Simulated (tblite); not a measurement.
# C5H11B: the cost of one run

Computed with tblite 0.8.0 and PySCF 2.14.0, with density-fitted response routines of our own, on a single molecule in the gas phase. Atoms count from 0, in the outputs and in this text.

### 1 The molecule as given

17 atoms, charge 0, multiplicity 1; geometry from: force field or distance geometry start.

Bonds of the start (Å): B0–C1 1.55, C1–C2 1.53, C2–C3 1.52, C3–C4 1.52, C4–C5 1.49, C4–C1 1.50, B0–H6 1.20, B0–H7 1.18, C1–H8 1.10, C2–H9 1.09, C2–H10 1.11, C3–H11 1.10, C3–H12 1.10, C4–H13 1.11, C5–H14 1.10, C5–H15 1.12, C5–H16 1.12.

### 2 Geometry optimisation with GFN2-xTB

Job settings and geometry (Å):

```
{"job": {"kind": "relax", "xc": "GFN2-xTB", "basis": "xTB"}, "charge": 0, "multiplicity": 1}
B     -1.036400     1.761400     0.284100
C     -0.759500     0.433800    -0.460900
C     -1.004800    -0.867900     0.301500
C      0.036200    -1.421700    -0.662400
C      0.663300    -0.042200    -0.557000
C      1.551800     0.157800     0.617000
H     -1.766800     2.543000    -0.265400
H     -0.530800     2.150500     1.276900
H     -1.251500     0.389400    -1.445000
H     -0.747600    -0.876900     1.364800
H     -2.023300    -1.288000     0.153800
H     -0.451300    -1.567300    -1.636800
H      0.633600    -2.252400    -0.262300
H      1.161200     0.279600    -1.495900
H      1.083500     0.012000     1.598000
H      2.398200    -0.569200     0.550700
H      2.037400     1.170000     0.628900
```

The run is started by

```sh
> OMP_NUM_THREADS=1 python probes_run.py task.json out
```

One launch serves the whole session: the jobs run in the order shown.

**Question.** How long does this first job take on 1 thread of Arm Neoverse N1, shared host?

About 1.1 s.
